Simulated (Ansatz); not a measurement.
# Ni: the cost of one run

Method: DFT PBEsol, scalar-relativistic, plane waves, PAW, in Ansatz 0.2.0.

This is Ni in the bcc structure; at room conditions it is fcc.

2 further runs of the same task are left out: 2 set aside as unsound or not needed.

**1. The structure to begin with**

The structure is cubic, space group Im-3m (No. 229). The conventional cell has a = 2.755 Å, b = 2.755 Å, c = 2.755 Å, α = 90.00°, β = 90.00°, γ = 90.00°. Around Ni (site symmetry m-3m) lie 8 Ni at 2.39 Å.

As a file:

```cif
data_structure
_symmetry_space_group_name_H-M 'P 1'
_symmetry_Int_Tables_number 1
_cell_length_a 2.7551
_cell_length_b 2.7551
_cell_length_c 2.7551
_cell_angle_alpha 90.000
_cell_angle_beta 90.000
_cell_angle_gamma 90.000
_cell_volume 20.91
loop_
_atom_site_label
_atom_site_type_symbol
_atom_site_fract_x
_atom_site_fract_y
_atom_site_fract_z
_atom_site_occupancy
Ni1 Ni 0.50000 0.50000 0.50000 1
Ni2 Ni 0.00000 0.00000 0.00000 1
```

It goes back to an entry of the Materials Project, which need not be the stable form.

It is built from the cell relaxed beforehand with the same method (10.46 Å³/atom).

**2. The reference: the undisturbed cell on the scan's mesh**

The input, input.yaml:

```yaml
crystal:
  lattice:
    - [0.0, -2.7550755617, 0.0]
    - [-2.7550755617, 0.0, 0.0]
    - [0.0, 0.0, -2.7550755617]
  atoms:
    - { symbol: Ni, position: [0.5, 0.5, 0.5], spin: 0.6 }
    - { symbol: Ni, position: [0.0, 0.0, 0.0], spin: 0.6 }
basis:
  ecutwfc: 420
kpoints:
  mp_grid: { grid: [12, 12, 12] }
hamiltonian:
  xc: pbesol
scf:
  occupations: { method: gaussian, width: 0.15 }
output:
  forces: true
  stress: true
  eigenvalues: true
  populations: true
magnetization:
  spin_polarized: true
```

On the command line:

```sh
$ ansatz run input.yaml --threads 1 --pin off --max-ram 2560MiB --backend cpu --events-out ev --progress --plain --runs-dir out
```

Q: Estimate wall time and peak memory on 1 thread of Intel Xeon Platinum 8488C (Sapphire Rapids), shared host.

About 6.4 s, with a peak of 0.42 GiB.
